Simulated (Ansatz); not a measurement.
Write a Python script for the Python package of Ansatz (0.2.0) that makes a single point from an input written key by key of CH3BO2Si, SMILES O=C1B[SiH]1O. Use: PBE0, def2-SVP basis, multiplicity 1.

```yaml
atoms:
  - { symbol: O, position_ang: [0.6082, -2.2301, 0.7230] }
  - { symbol: C, position_ang: [0.4630, -0.9859, 0.5285] }
  - { symbol: B, position_ang: [0.6142, 0.5884, 1.1147] }
  - { symbol: Si, position_ang: [0.1056, 0.3822, -0.5637] }
  - { symbol: O, position_ang: [-1.6691, 0.5175, -0.7253] }
  - { symbol: H, position_ang: [0.9475, 1.3237, 2.0129] }
  - { symbol: H, position_ang: [0.9074, 0.4799, -1.7519] }
  - { symbol: H, position_ang: [-1.8845, -0.1329, -1.3940] }
```

`run_deck.py`:
```python
import ansatz
import numpy as np

DECK = """
crystal:
  periodic: [false, false, false]
  atoms:
    - { symbol: O, position_ang: [0.6082, -2.2301, 0.723] }
    - { symbol: C, position_ang: [0.463, -0.9859, 0.5285] }
    - { symbol: B, position_ang: [0.6142, 0.5884, 1.1147] }
    - { symbol: Si, position_ang: [0.1056, 0.3822, -0.5637] }
    - { symbol: O, position_ang: [-1.6691, 0.5175, -0.7253] }
    - { symbol: H, position_ang: [0.9475, 1.3237, 2.0129] }
    - { symbol: H, position_ang: [0.9074, 0.4799, -1.7519] }
    - { symbol: H, position_ang: [-1.8845, -0.1329, -1.394] }
basis:
  gaussian:
    orbitals: def2-SVP
    point_charges: [{ charge: -1.0, position_ang: [0.0, 0.0, 7.01] }]
hamiltonian:
  xc: pbe0
output:
  forces: true
"""

session = ansatz.Session.from_yaml(DECK)
rep = session.plan(threads=1).execute().report

print(f"E = {rep['free_energy_ev']:.6f} eV = {rep['free_energy_ev'] / 27.211386246:.7f} Ha")
print("converged:", rep["converged"], " doubts:", rep["published_state_doubts"] or "none")
symbols = ["O", "C", "B", "Si", "O", "H", "H", "H"]
state = rep["mean_field"]["state"]
print(f"mean field: {state['energy']['hartree']:.7f} Ha, <S^2> = {abs(state['spin_squared']):.4f}, stability: {state.get('stability', {}).get('kind')}")

print("forces (eV/A)")
for symbol, f in zip(symbols, rep["forces_ev_ang"]):
    print(f"  {symbol:2s} {f[0]:9.4f} {f[1]:9.4f} {f[2]:9.4f}")
charges = rep["charge_distribution"]
dipole = np.array(charges["dipole_moment_e_ang"]) * 4.803205
print("dipole (D): {:.3f} {:.3f} {:.3f}, length {:.3f}".format(*dipole, np.linalg.norm(dipole)))
print("atom  Mulliken   Lowdin")
for symbol, m, l in zip(symbols, charges["mulliken_charges_e"], charges["lowdin_charges_e"]):
    print(f"{symbol:4s} {m:9.3f} {l:8.3f}")
```

`python run_deck.py` gives:
```text
E = -13712.701699 eV = -503.9324927 Ha
converged: True  doubts: none
mean field: -503.9324927 Ha, <S^2> = 0.0000, stability: minimum
forces (eV/A)
  O    -0.4173    4.1945   -0.1415
  C     0.8808   -4.4614    1.6975
  B     0.7758    0.0295    5.0769
  Si   -4.1498    0.3318   -5.1625
  O     2.6512    0.1785    0.1555
  H     0.3653   -0.4946   -0.0124
  H     0.3403    0.5759   -1.3627
  H    -0.4494   -0.3803   -0.2479
dipole (D): 0.320 1.678 -0.917, length 1.939
atom  Mulliken   Lowdin
O       -0.198    0.079
C       -0.003   -0.144
B        0.079   -0.100
Si       0.358    0.238
O       -0.408    0.015
H        0.070    0.012
H       -0.085   -0.071
H        0.186   -0.030
```

What to keep in mind:
- These settings explore the input space; basis and method may be short of convergence.
- The geometry is a force-field or estimated start, not a minimum of this method, and the basis set is short of its limit.
- The Löwdin charges here are taken after orthogonalising the functions within each atom; they differ from plain Löwdin charges, and their signs can be unphysical.
- Wall time of the script: 6.8 s on 1 thread of Arm Neoverse V1, on a shared host, peak memory 0.22 GiB.

(Lines on the test bed's own set-up are left out of the output.)
